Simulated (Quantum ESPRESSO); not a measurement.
# TiSi2 under changes of volume

One of the cells (13.981 Å³/atom); the others are scaled copies at fixed shape and fractional positions:

```
CELL_PARAMETERS angstrom
0.00000 4.11752 4.26290
2.38951 0.00000 4.26290
2.38951 4.11752 0.00000
ATOMIC_POSITIONS crystal
Ti 0.75000 0.75000 0.75000
Ti 0.50000 0.50000 0.50000
Si 0.41257 0.08743 0.41257
Si 0.08743 0.41257 0.08743
Si 0.16257 0.83743 0.16257
Si 0.83743 0.16257 0.83743
```

The cell is a database's computed one.

- Program: Quantum ESPRESSO 7.5
- Functional: PBEsol
- Potentials or basis: GBRV 1.5 PBEsol
- Cutoff: 612 eV
- Density cutoff: 4898 eV
- k mesh: 7 × 7 × 7
- Occupations: fermi-dirac, width 0.05 eV
- Spin: no spin polarisation

```csv
volume (Å³/atom),energy over the lowest point (meV/atom),pressure (GPa),largest force (eV/Å)
13.142,15.96,8.3,0.089
13.421,4.82,4.5,0.073
13.701,0.00,1.1,0.059
13.981,0.86,-2.0,0.046
14.260,?,?,?
14.540,17.40,-7.3,0.025
14.820,32.08,-9.5,0.015
```

Question: What does the run at 14.260 Å³/atom give?

Answer: Energy over the lowest point 6.84 meV/atom; pressure -4.8 GPa; largest force 0.035 eV/Å.

Worked out: A Birch-Murnaghan fit of order 3 (a polynomial in V^(-2/3)) to the other rows has its minimum at 13.79 Å³/atom with B0 = V·E''(V) = 155 GPa and B' = 4.4 at fixed shape and positions, which overstates the stiffness. It gives 6.83 meV/atom at 14.260 Å³/atom, against the run's 6.84, and -dE/dV = -4.8 GPa, against -4.8.

Energies are extrapolated to zero smearing.
